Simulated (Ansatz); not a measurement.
## Sn2Pt, space group Fm-3m: a supercell folding check, step by step

Program: the Ansatz DFT code, driven from Python.

Run as a notebook:

**Cell 1**
```python
import ansatz as az
from pymatgen.core import Lattice, Structure
from pymatgen.io.ase import AseAtomsAdaptor
```

**Cell 2**
```python
pmg_structure = Structure(
    Lattice([(0.0, 3.2125, 3.2125), (3.2125, 0.0, 3.2125), (3.2125, 3.2125, 0.0)]),
    ['Sn', 'Sn', 'Pt'],
    [
        (0.25, 0.25, 0.25),
        (0.75, 0.75, 0.75),
        (0.0, 0.0, 0.0),
    ],
)
cell = az.Crystal.from_ase(AseAtomsAdaptor.get_atoms(pmg_structure))
```

**Cell 3**
```python
# the mesh shrinks as the cell grows, so that all cells sample the same points
mesh = (4, 4, 4)
rows = []
for repeats in [(1, 1, 1), (1, 2, 1), (2, 2, 1)]:
    calc = (
        cell.supercell(*repeats).calculation()
        .functional('lda')
        .basis(420, density_ratio=8)
        .occupations('methfessel_paxton', width=0.15)
        .kpoints(*(k // n for k, n in zip(mesh, repeats)))
    )
    data = calc.run(threads=1, pin='off').report
    n = len(data['lattice']['sites'])
    rows.append((repeats, n, data['free_energy_ev'] / n, data['fermi_energy_ev'], data['n_kpoints'], data['n_symmetry_ops']))
for row in rows:
    print('; '.join(f'{name} = {round(v, 4) if isinstance(v, float) else v}' for name, v in zip(['repeats', 'atoms', 'F/atom eV', 'Fermi level eV', 'k-points', 'symmetry operations'], row)))
```
Output:
```text
repeats = (1, 1, 1); atoms = 3; F/atom eV = -8001.8115; Fermi level eV = 14.384; k-points = 8; symmetry operations = 48
repeats = (1, 2, 1); atoms = 6; F/atom eV = -8001.8115; Fermi level eV = 14.384; k-points = 8; symmetry operations = 24
repeats = (2, 2, 1); atoms = 12; F/atom eV = -8001.8115; Fermi level eV = 14.384; k-points = 8; symmetry operations = 32
```

Caveats:
- The settings weren't tested for convergence.
- Spin is left out of this run.
- The mesh is modest for a metal, so energies can be off by several to tens of meV an atom and pressures by half a GPa or more; differences at equal mesh fare better.
- Of the deposited cell: the entry's cell lengths or inner coordinates differ somewhat from later room-temperature determinations.
- Spin-orbit coupling, which matters for elements this heavy, is left out.
- The structure is a deposited one; some such entries were measured under pressure or heat, so a shift against it needn't be the functional's error alone.
- The count of operations in a supercell holds its pure translations too, and an uneven repeat can lower the point group.
- The whole script took 16 s on 1 thread of Arm Neoverse V1, on a shared host, peak memory 0.83 GiB.

(Lines on the test bed's own set-up are left out of the output.)
